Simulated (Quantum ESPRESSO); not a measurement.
A calculation with Quantum ESPRESSO 7.5 of HfMo (ASE script, Cartesian positions):

The input run.py:

```python
import numpy as np
from ase.calculators.espresso import Espresso, EspressoProfile
from ase.io import read

atoms = read('HfMo.xyz')

input_data = {
    'control': {'calculation': 'scf', 'prefix': 'pwscf', 'outdir': './tmp', 'tprnfor': True, 'tstress': True, 'disk_io': 'nowf'},
    'system': {'ecutwfc': 60.0, 'nbnd': 20, 'occupations': 'smearing', 'smearing': 'fd', 'degauss': 0.00367493},
    'electrons': {'conv_thr': 4e-10, 'electron_maxstep': 120, 'mixing_beta': 0.5},
}
pseudopotentials = {'Hf': 'Hf-sp.oncvpsp.upf', 'Mo': 'Mo_ONCV_PBE-1.0.oncvpsp.upf'}
profile = EspressoProfile(command='pw.x', pseudo_dir='pseudo')
dft = Espresso(profile=profile, input_data=input_data, pseudopotentials=pseudopotentials, kpts=(10, 10, 6), koffset=(0, 0, 0))
atoms.calc = dft

print(f'energy {atoms.get_potential_energy():.8f} eV')
print('forces (eV/A)')
print(np.round(atoms.get_forces(), 6))
print('stress (eV/A^3, Voigt)')
print(np.round(atoms.get_stress(), 8))
print(f'Fermi level {dft.get_fermi_level():.4f} eV')
```

Contents of HfMo.xyz:

```xyz
2
Lattice="1.6712035000 -2.4724670000 0.0000000000 1.6712035000 2.4724670000 0.0000000000 0.0000000000 0.0000000000 4.4470110000" Properties=species:S:1:pos:R:3 pbc="T T T"
Hf     0.0000000000      0.0000000000      0.0000000000
Mo     1.6712035000      0.0000000000      2.2235055000
```

Potentials or basis: SSSP 1.3 efficiency PBE.

Command:

```bash
$ OMP_NUM_THREADS=1 python run.py
```

The cell comes from a database or a generator and needn't be the stable form of this composition.

**Question.** Write the same calculation in another form: native input, structure typed inline.

**Answer.** As run:

The input pw.in:

```
&CONTROL
  calculation = 'scf'
  prefix = 'pwscf'
  outdir = './tmp'
  pseudo_dir = './pseudo'
  tprnfor = .true.
  tstress = .true.
  disk_io = 'low'
/
&SYSTEM
  ibrav = 0
  nat = 2
  ntyp = 2
  ecutwfc = 60
  nbnd = 20
  occupations = 'smearing'
  smearing = 'fd'
  degauss = 0.00367493
/
&ELECTRONS
  conv_thr = 4d-10
  electron_maxstep = 120
  mixing_beta = 0.5
/
ATOMIC_SPECIES
Hf   178.4900 Hf-sp.oncvpsp.upf
Mo    95.9500 Mo_ONCV_PBE-1.0.oncvpsp.upf
CELL_PARAMETERS angstrom
   1.6712035000   -2.4724670000    0.0000000000
   1.6712035000    2.4724670000    0.0000000000
   0.0000000000    0.0000000000    4.4470110000
ATOMIC_POSITIONS crystal
Hf     0.0000000000    0.0000000000    0.0000000000
Mo     0.5000000000    0.5000000000    0.5000000000
K_POINTS automatic
10 10 6 0 0 0
```

Contents of pp_density.in:

```
&INPUTPP
  prefix = 'pwscf'
  outdir = './tmp'
  filplot = 'density.dat'
  plot_num = 0
/
&PLOT
  nfile = 1
  filepp(1) = 'density.dat'
  iflag = 3
  output_format = 6
  fileout = 'density.cube'
/
```

The input pp_potential.in:

```
&INPUTPP
  prefix = 'pwscf'
  outdir = './tmp'
  filplot = 'potential.dat'
  plot_num = 11
/
&PLOT
  nfile = 1
  filepp(1) = 'potential.dat'
  iflag = 3
  output_format = 6
  fileout = 'potential.cube'
/
```

Contents of pp_elf.in:

```
&INPUTPP
  prefix = 'pwscf'
  outdir = './tmp'
  filplot = 'elf.dat'
  plot_num = 8
/
&PLOT
  nfile = 1
  filepp(1) = 'elf.dat'
  iflag = 3
  output_format = 6
  fileout = 'elf.cube'
/
```

Potentials or basis: SSSP 1.3 efficiency PBE.

Run with:

```bash
$ OMP_NUM_THREADS=1 pw.x -in pw.in > pw.out
$ OMP_NUM_THREADS=1 pp.x -in pp_density.in > pp_density.out
$ OMP_NUM_THREADS=1 pp.x -in pp_potential.in > pp_potential.out
$ OMP_NUM_THREADS=1 pp.x -in pp_elf.in > pp_elf.out
```

Both were run:

|  | ASE script, Cartesian positions | native input, structure typed inline |
| --- | --- | --- |
| Pressure | 0.1 GPa | 0.1 GPa |
| Band gap on the k mesh | none (metal or under the smearing width) | none (metal or under the smearing width) |

Keys that steer only the numerical path or the files written may differ.
